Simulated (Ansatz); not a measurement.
**GeNHO (singlet): density functionals in cc-pVTZ**

Aim: run GeNHO (singlet) with a set of functionals in one basis and compare levels, spin and time.

Computed with Ansatz 0.2.0, Gaussian basis. Level: cc-pVTZ, all electrons in the functionals, frozen cores in the correlation of double hybrids and RPA.

The runs, in order: PBE, r2SCAN, B97M-V, PBE0, B3LYP, wB97M-V, B2PLYP, RKS PBE0, RPA-PBE.

## 1. What is computed

The geometry is a PBE0/def2-TZVP stationary point (not a proven minimum). No spin-orbit coupling is included. The filled d shell of Ge may be among the frozen orbitals whatever the setting's name suggests; the logs give the count.

4 atoms, charge 0, spin multiplicity 1.

Atoms are counted from 1 here; the program's logs count them from 0.

Bond lengths: N1–Ge2 1.636 Å, Ge2–O3 1.748 Å, O3–H4 0.964 Å. Angles: N1–Ge2–O3 175.4°, Ge2–O3–H4 113.0°.

No dispersion term is added; B97M-V, wB97M-V hold VV10 nonlocal correlation. B3LYP takes the VWN-RPA correlation.

## 2. PBE (unrestricted)

in.yaml reads:

```yaml
crystal:
  periodic: [false, false, false]
  atoms:
    - {symbol: N, position_ang: [-0.000007, -0.160100, 2.209162]}
    - {symbol: Ge, position_ang: [0.000015, -0.147689, 0.572922]}
    - {symbol: O, position_ang: [-0.000001, -0.274884, -1.170536]}
    - {symbol: H, position_ang: [-0.000007, 0.582674, -1.611548]}
basis:
  gaussian: {orbitals: cc-pVTZ}
magnetization: {spin_polarized: true, initial_magnetization: 0}
hamiltonian: {xc: {name: PBE}}
output: {orbitals: {seedname: orbitals}}
```

Launch:

```bash
ansatz run in.yaml --threads 1 --pin off --events-out ev --progress --plain --max-ram 2560MiB --backend cpu
```

The log of the run:

```text
Functional definition: PBE
  name "PBE"
  cite "Perdew, Burke & Ernzerhof, Phys. Rev. Lett. 77, 3865 (1996) doi:10.1103/PhysRevLett.77.3865"
  parent pbe
  parameter kappa = 0.804
  parameter beta = 0.06672455060314922
  exchange = pbe_x(kappa = kappa, mu = beta*pi^2/3)
  correlation = pbe_c(beta = beta)
759 factors; their error is unknown
mean field evaluation 1: about -60035.3193 eV, gradient 7.6e1 eV
mean field evaluation 2: about -59887.6207 eV, gradient 1.3e2 eV
mean field evaluation 4: about -60055.4918 eV, gradient 2.4e1 eV
mean field evaluation 8: about -60058.8989 eV, gradient 3.7e-1 eV
mean field evaluation 16: about -60058.8878 eV, gradient 1.2e-3 eV
mean field -60058.88783287 eV, -2207.1234184818 hartree, gradient 5.6e-6 eV, S^2 0.000000; 0 other end points of the search recorded, 0 dependent functions left out
reference -60058.88786412 eV, -2207.1234196302 hartree; 24, 24 occupied and 93, 93 virtual orbitals, 759 factors
Total energy: -60058.88786412 eV, -2207.1234196302 hartree
```

Run time: 2.3 s. Hardware: 1 thread of AMD EPYC 7R13, shared host.

From the report: ⟨S²⟩ of the determinant 0.000 (pure singlet: 0.00).

## 3. r2SCAN (unrestricted)

in.yaml: that of step 2 with these lines changed.

```diff
@@ -10,3 +10,3 @@
 magnetization: {spin_polarized: true, initial_magnetization: 0}
-hamiltonian: {xc: {name: PBE}}
-output: {orbitals: {seedname: orbitals}}
+hamiltonian: {xc: {name: r2SCAN}}
+output: {forces: true}
```

The command is unchanged.

The log of the run, shortened:

```text
Functional definition: r2SCAN
  name "r2SCAN"
  cite "Furness, Kaplan, Ning, Perdew & Sun, J. Phys. Chem. Lett. 11, 8208 (2020) doi:10.1021/acs.jpclett.0c02405"
  cite "Furness, Kaplan, Ning, Perdew & Sun, J. Phys. Chem. Lett. 11, 9248 (2020) doi:10.1021/acs.jpclett.0c03077"
  parent r2scan
[...]
759 factors; their error is unknown
[...]
mean field -60068.89804898 eV, -2207.4912871385 hartree, gradient 2.2e-5 eV, S^2 0.000000; 3 other end points of the search recorded, 0 dependent functions left out
[...]
reference -60068.89806075 eV, -2207.4912875710 hartree; 24, 24 occupied and 93, 93 virtual orbitals, 759 factors
Total energy: -60068.89806075 eV, -2207.4912875710 hartree
Atom 0 at    -0.000007    -0.160100     2.209162 Å, force     0.000011    -0.009428     0.204388 eV/Å
Atom 1 at     0.000015    -0.147689     0.572922 Å, force    -0.000023     0.057108    -0.063931 eV/Å
Atom 2 at    -0.000001    -0.274884    -1.170536 Å, force     0.000009    -0.153342    -0.147190 eV/Å
Atom 3 at    -0.000007     0.582674    -1.611548 Å, force     0.000002     0.105662     0.006733 eV/Å
Dipole moment:     0.000006     0.274973    -0.874847 e Å
```

Run time: 8.5 s. Hardware: 1 thread of AMD EPYC 7R13, shared host.

From the report: ⟨S²⟩ of the determinant 0.000 (pure singlet: 0.00).

## 4. B97M-V (unrestricted)

in.yaml: that of step 3 with these lines changed.

```diff
@@ -10,3 +10,2 @@
 magnetization: {spin_polarized: true, initial_magnetization: 0}
-hamiltonian: {xc: {name: r2SCAN}}
-output: {forces: true}
+hamiltonian: {xc: {name: B97M-V}}
```

The command is unchanged.

The log of the run, shortened:

```text
Functional definition: B97M-V
  name "B97M-V"
  cite "Mardirossian & Head-Gordon, J. Chem. Phys. 142, 074111 (2015) doi:10.1063/1.4907719"
  cite "Becke, J. Chem. Phys. 107, 8554 (1997) doi:10.1063/1.475007"
  cite "Vydrov & Van Voorhis, J. Chem. Phys. 133, 244103 (2010) doi:10.1063/1.3521275"
  # Of w^i u^j: cxij and so on, Table III.
[...]
  gx(w, u) = cx00 + cx01*u + cx02*u^2 + (cx10 + cx11*u)*w
  gss(w, u) = css00 + css02*u^2 + css10*w + (css32*w^3 + css42*w^4)*u^2
  gos(w, u) = cos00 + cos01*u + cos03*u^3 + cos10*w + cos32*w^3*u^2
[...]
      + integral(e_c_pw_mod_opposite_spin*gos(b97_w_opposite, b97_u_opposite)) + vv10(b, c)
759 factors; their error is unknown
[...]
mean field -60059.32848975 eV, -2207.1396123235 hartree, gradient 9.7e-6 eV, S^2 0.000000; 0 other end points of the search recorded, 0 dependent functions left out
reference -60059.32853617 eV, -2207.1396140292 hartree; 24, 24 occupied and 93, 93 virtual orbitals, 759 factors
Total energy: -60059.32853617 eV, -2207.1396140292 hartree
```

It took 8.5 s on 1 thread of AMD EPYC 7R13, shared host; peak memory 0.26 GiB.

From the report: ⟨S²⟩ of the determinant 0.000 (pure singlet: 0.00).

## 5. PBE0 (unrestricted)

in.yaml: that of step 4 with these lines changed.

```diff
@@ -10,2 +10,3 @@
 magnetization: {spin_polarized: true, initial_magnetization: 0}
-hamiltonian: {xc: {name: B97M-V}}
+hamiltonian: {xc: {name: PBE0}}
+output: {forces: true, orbitals: {seedname: orbitals}}
```

The command is unchanged.

The log of the run, shortened:

```text
Functional definition: PBE0
  name "PBE0"
  cite "Adamo & Barone, J. Chem. Phys. 110, 6158 (1999) doi:10.1063/1.478522"
  cite "Perdew, Burke & Ernzerhof, Phys. Rev. Lett. 77, 3865 (1996) doi:10.1103/PhysRevLett.77.3865"
  parent pbe
[...]
819 factors; their error is unknown
[...]
mean field -60059.64450464 eV, -2207.1512256562 hartree, gradient 1.8e-5 eV, S^2 0.000000; 3 other end points of the search recorded, 0 dependent functions left out
[...]
reference -60059.64452772 eV, -2207.1512265046 hartree; 24, 24 occupied and 93, 93 virtual orbitals, 819 factors
Total energy: -60059.64452772 eV, -2207.1512265046 hartree
Atom 0 at    -0.000007    -0.160100     2.209162 Å, force     0.000013     0.005311    -0.026755 eV/Å
Atom 1 at     0.000015    -0.147689     0.572922 Å, force    -0.000025    -0.001389    -0.009383 eV/Å
Atom 2 at    -0.000001    -0.274884    -1.170536 Å, force     0.000009     0.044974    -0.012089 eV/Å
Atom 3 at    -0.000007     0.582674    -1.611548 Å, force     0.000002    -0.048896     0.048228 eV/Å
Dipole moment:     0.000007     0.280811    -0.905672 e Å
```

Wall time 7 s (1 thread of AMD EPYC 7R13, shared host); peak memory 0.29 GiB.

From the report: ⟨S²⟩ of the determinant 0.000 (pure singlet: 0.00).

The fields below are evaluated on a grid from the run's orbitals.

Frontier orbitals at PBE0/cc-pVTZ (alpha spin), with the share of their density that lies nearest to each atom:

```tsv
orbital	energy (eV)	lies on
HOMO-1	-7.46	N1 70 %; Ge2 27 %
HOMO	-7.36	N1 72 %; Ge2 23 %
LUMO	-2.77	Ge2 39 %; N1 33 %; O3 18 %
```

ELF in a plane through or near 4 of the atoms.

Ten even steps from '0' (0.00) to '9' (0.98):
```
0000000000000000000000000000
0000000000000000000000000000
0000000000000000000000000000
0000000000000012221100000000
0000000000000245543332100000
0000000132100246655555310000
0000001477411345666677530000
0000003799732322367888751000
0000003799854223247668862000
0000002699976247526455862000
0000001377447146726648862000
0000001377537225436788751000
0000000378877211156777631000
0000000378875212466655320000
0000000257753114665433210000
0000000134421003554321000000
0000000000000001232100000000
0000000000000000100000000000
0000000000000000000000000000
0000000000000000000000000000
```
The map spans 9.6 Å across and 6.0 Å up, centred on the molecule. Atoms in the plane (x, y in Å): N1 (2.2, 0.1), Ge2 (0.6, -0.1), O3 (-1.1, -0.4), H4 (-1.7, 0.4).

log10 of the density (e/Å³) in the same plane.

Ten even steps from ' ' (-4.0) to '@' (2.2):
```
                            ........                    
                        ..................              
                      ....::::::::::::::......          
                ........::::::--------::::::::..        
            ....::::::::------==========------::....    
          ..::::----------==================----::..    
          ..::--==============++++++++++++++==--::::    
        ..::--==++++++++==++++++++++++******++==--::..  
        ..::--==******++++++**##********##**++==--::..  
        ..::--==************##%%%%****##%%##++==--::..  
        ..::--==**########**%%@@%%****####**++==--::..  
        ..::--==**##%%####**##%%##**********++==--::..  
        ..::--==++**####**++++****++++++++++====--::    
          ..--==++******++++++++++++++++======--::..    
          ..::--==++++++++==================--::::..    
            ::----========----======--------::::..      
            ....::::----::::::--------::::::....        
                ....::::::::::::::::::::......          
                    ......................              
                            ........                    
```
The map spans 9.6 Å across and 6.0 Å up, centred on the molecule. Atoms in the plane (x, y in Å): N1 (2.2, 0.1), Ge2 (0.6, -0.1), O3 (-1.1, -0.4), H4 (-1.7, 0.4).

On the surface of density 0.002 e/bohr³ the electrostatic potential runs, from the 1st to the 99th percentile, from -1.62 V near N1 to 3.35 V near H4.

## 6. B3LYP (unrestricted)

in.yaml: that of step 5 with these lines changed.

```diff
@@ -10,3 +10,2 @@
 magnetization: {spin_polarized: true, initial_magnetization: 0}
-hamiltonian: {xc: {name: PBE0}}
-output: {forces: true, orbitals: {seedname: orbitals}}
+hamiltonian: {xc: {name: B3LYP}}
```

Launched as before.

The log of the run, shortened:

```text
Functional definition: B3LYP
  name "B3LYP"
  cite "Stephens, Devlin, Chabalowski & Frisch, J. Phys. Chem. 98, 11623 (1994) doi:10.1021/j100096a001"
  cite "Becke, Phys. Rev. A 38, 3098 (1988) doi:10.1103/PhysRevA.38.3098"
  cite "Lee, Yang & Parr, Phys. Rev. B 37, 785 (1988) doi:10.1103/PhysRevB.37.785"
  cite "Vosko, Wilk & Nusair, Can. J. Phys. 58, 1200 (1980) doi:10.1139/p80-159"
[...]
816 factors; their error is unknown
[...]
mean field -60072.05420479 eV, -2207.6072737253 hartree, gradient 1.9e-5 eV, S^2 0.000000; 3 other end points of the search recorded, 0 dependent functions left out
reference -60072.05439980 eV, -2207.6072808918 hartree; 24, 24 occupied and 93, 93 virtual orbitals, 816 factors
Total energy: -60072.05439980 eV, -2207.6072808918 hartree
```

Run time: 5.5 s. Hardware: 1 thread of AMD EPYC 7R13, shared host; peak memory 0.28 GiB.

From the report: ⟨S²⟩ of the determinant 0.000 (pure singlet: 0.00).

## 7. wB97M-V (unrestricted)

in.yaml: that of step 6 with these lines changed.

```diff
@@ -10,2 +10,3 @@
 magnetization: {spin_polarized: true, initial_magnetization: 0}
-hamiltonian: {xc: {name: B3LYP}}
+hamiltonian: {xc: {name: wB97M-V}}
+output: {forces: true, orbitals: {seedname: orbitals}}
```

The command is unchanged.

The log of the run, shortened:

```text
Functional definition: wB97M-V
  name "wB97M-V"
  cite "Mardirossian & Head-Gordon, J. Chem. Phys. 144, 214110 (2016) doi:10.1063/1.4952647"
  cite "Becke, J. Chem. Phys. 107, 8554 (1997) doi:10.1063/1.475007"
  cite "Vydrov & Van Voorhis, J. Chem. Phys. 133, 244103 (2010) doi:10.1063/1.3521275"
  # Of w^i u^j: cxij and so on, Table III.
[...]
  gx(w, u) = 1 - cx + cx01*u + cx10*w
  gss(w, u) = css00 + css04*u^4 + css10*w + css20*w^2 + css43*w^4*u^3
  gos(w, u) = cos00 + cos10*w + (cos20 + cos21*u)*w^2 + (cos60 + cos61*u)*w^6
[...]
      + integral(e_c_pw_mod_opposite_spin*gos(b97_w_opposite, b97_u_opposite)) + vv10(b, c)
809 factors; their error is unknown
145 factors; integrals over basis functions are off by at most 9.9e-5 eV
[...]
mean field -60066.50763520 eV, -2207.4034410523 hartree, gradient 4.1e-5 eV, S^2 0.000000; 2 other end points of the search recorded, 0 dependent functions left out
[...]
reference -60066.50767293 eV, -2207.4034424389 hartree; 24, 24 occupied and 93, 93 virtual orbitals, 809 factors
Total energy: -60066.50767293 eV, -2207.4034424389 hartree
Atom 0 at    -0.000007    -0.160100     2.209162 Å, force     0.000013     0.012873    -0.164440 eV/Å
Atom 1 at     0.000015    -0.147689     0.572922 Å, force    -0.000023    -0.031137     0.075028 eV/Å
Atom 2 at    -0.000001    -0.274884    -1.170536 Å, force     0.000009     0.024660     0.087813 eV/Å
Atom 3 at    -0.000007     0.582674    -1.611548 Å, force     0.000001    -0.006396     0.001599 eV/Å
Dipole moment:     0.000006     0.282720    -0.921309 e Å
```

It took 18 s on 1 thread of AMD EPYC 7R13, shared host; peak memory 0.41 GiB.

From the report: ⟨S²⟩ of the determinant 0.000 (pure singlet: 0.00).

## 8. B2PLYP (unrestricted)

in.yaml: that of step 7 with these lines changed.

```diff
@@ -10,3 +10,3 @@
 magnetization: {spin_polarized: true, initial_magnetization: 0}
-hamiltonian: {xc: {name: wB97M-V}}
-output: {forces: true, orbitals: {seedname: orbitals}}
+hamiltonian: {xc: {name: B2PLYP}}
+correlation: {electrons: outside_noble_gas}
```

Same command.

The log of the run, shortened:

```text
Functional definition: B2PLYP
  name "B2PLYP"
  cite "Grimme, J. Chem. Phys. 124, 034108 (2006) doi:10.1063/1.2148954"
  cite "Becke, Phys. Rev. A 38, 3098 (1988) doi:10.1103/PhysRevA.38.3098"
  cite "Lee, Yang & Parr, Phys. Rev. B 37, 785 (1988) doi:10.1103/PhysRevB.37.785"
[...]
729 factors; integrals over basis functions are off by at most 1.4e-3 eV
[...]
mean field -60052.06485753 eV, -2206.8726787627 hartree, gradient 9.3e-6 eV, S^2 0.000000; 7 other end points of the search recorded, 0 dependent functions left out
16 core orbitals not correlated: weight in the atoms' cores, before any rotation towards them, 0.974 or more for the frozen orbitals, at most 0.018 for the correlated occupied ones
reference -60052.06497963 eV, -2206.8726832497 hartree; 8, 8 occupied and 93, 93 virtual orbitals, 729 factors
second order -20.86504091 eV of doubles, -0.00000000 eV of singles
Total energy: -60057.69854067 eV, -2207.0797127996 hartree
```

Run time: 23 s. Hardware: 1 thread of AMD EPYC 7R13, shared host; peak memory 0.4 GiB.

From the report: ⟨S²⟩ of the determinant 0.000 (pure singlet: 0.00).

## 9. PBE0 (restricted)

in.yaml: that of step 8 with these lines changed.

```diff
@@ -9,4 +9,2 @@
   gaussian: {orbitals: cc-pVTZ}
-magnetization: {spin_polarized: true, initial_magnetization: 0}
-hamiltonian: {xc: {name: B2PLYP}}
-correlation: {electrons: outside_noble_gas}
+hamiltonian: {xc: {name: PBE0}}
```

The command is unchanged.

The log of the run:

```text
Functional definition: PBE0
  name "PBE0"
  cite "Adamo & Barone, J. Chem. Phys. 110, 6158 (1999) doi:10.1063/1.478522"
  cite "Perdew, Burke & Ernzerhof, Phys. Rev. Lett. 77, 3865 (1996) doi:10.1103/PhysRevLett.77.3865"
  parent pbe
  parameter a = 0.25
  parameter kappa = 0.804
  parameter beta = 0.06672455060314922
  exchange = (1 - a)*pbe_x(kappa = kappa, mu = beta*pi^2/3) + a*exact_x
  correlation = pbe_c(beta = beta)
819 factors; their error is unknown
mean field evaluation 1: about -60043.4952 eV, gradient 8.8e1 eV
mean field evaluation 2: about -59946.1446 eV, gradient 1.6e2 eV
mean field evaluation 4: about -60058.1522 eV, gradient 2.1e1 eV
mean field evaluation 8: about -60059.4393 eV, gradient 4.0e-1 eV
mean field evaluation 16: about -60059.6445 eV, gradient 3.4e-4 eV
mean field -60059.64450459 eV, -2207.1512256545 hartree, gradient 6.8e-5 eV, S^2 0.000000; 0 other end points of the search recorded, 0 dependent functions left out
reference -60059.64452768 eV, -2207.1512265029 hartree; 24, 24 occupied and 93, 93 virtual orbitals, 819 factors
Total energy: -60059.64452768 eV, -2207.1512265029 hartree
```

It took 1.7 s on 1 thread of AMD EPYC 7R13, shared host; peak memory 0.25 GiB.

## 10. RPA-PBE

in.yaml: that of step 9 with these lines changed.

```diff
@@ -9,2 +9,4 @@
   gaussian: {orbitals: cc-pVTZ}
-hamiltonian: {xc: {name: PBE0}}
+magnetization: {spin_polarized: true, initial_magnetization: 0}
+hamiltonian: {xc: {name: PBE}}
+correlation: {method: rpa, electrons: outside_noble_gas}
```

Launched as before.

The log of the run, shortened:

```text
Functional definition: PBE
  name "PBE"
  cite "Perdew, Burke & Ernzerhof, Phys. Rev. Lett. 77, 3865 (1996) doi:10.1103/PhysRevLett.77.3865"
  parent pbe
[...]
729 factors; integrals over basis functions are off by at most 1.4e-3 eV
[...]
mean field -60058.88781969 eV, -2207.1234179972 hartree, gradient 2.7e-6 eV, S^2 0.000000; 0 other end points of the search recorded, 0 dependent functions left out
16 core orbitals not correlated: weight in the atoms' cores, before any rotation towards them, 0.959 or more for the frozen orbitals, at most 0.028 for the correlated occupied ones
reference -60005.08379230 eV, -2205.1461564605 hartree; 8, 8 occupied and 93, 93 virtual orbitals, 729 factors
Total energy: -60029.12164406 eV, -2206.0295312192 hartree
```

Run time: 3.8 s. Hardware: 1 thread of AMD EPYC 7R13, shared host; peak memory 0.25 GiB.

From the report: ⟨S²⟩ of the determinant 0.000 (pure singlet: 0.00).

## 11. Side by side

```tsv
functional	energy (eV)	⟨S²⟩	time
PBE	-60058.8879	0.000	2.3 s
r2SCAN	-60068.8981	0.000	8.5 s
B97M-V	-60059.3285	0.000	8.5 s
PBE0	-60059.6445	0.000	7 s
B3LYP	-60072.0544	0.000	5.5 s
wB97M-V	-60066.5077	0.000	18 s
B2PLYP	-60057.6985	0.000	23 s
RKS PBE0	-60059.6445	0.000	1.7 s
RPA-PBE	-60029.1216	0.000	3.8 s
```

Orbital levels of the runs that wrote orbitals: PBE HOMO -6.16, LUMO -3.66 eV; PBE0 HOMO -7.36, LUMO -2.77 eV; wB97M-V HOMO -9.58, LUMO -0.80 eV.

## 12. Outcome

```
                quantity                        value
spread of total energies                      42.9 eV
       quickest, slowest  RKS PBE0 1.7 s, B2PLYP 23 s
```

**Reading.** Total energies of different functionals can't be ranked; only differences within one functional count.
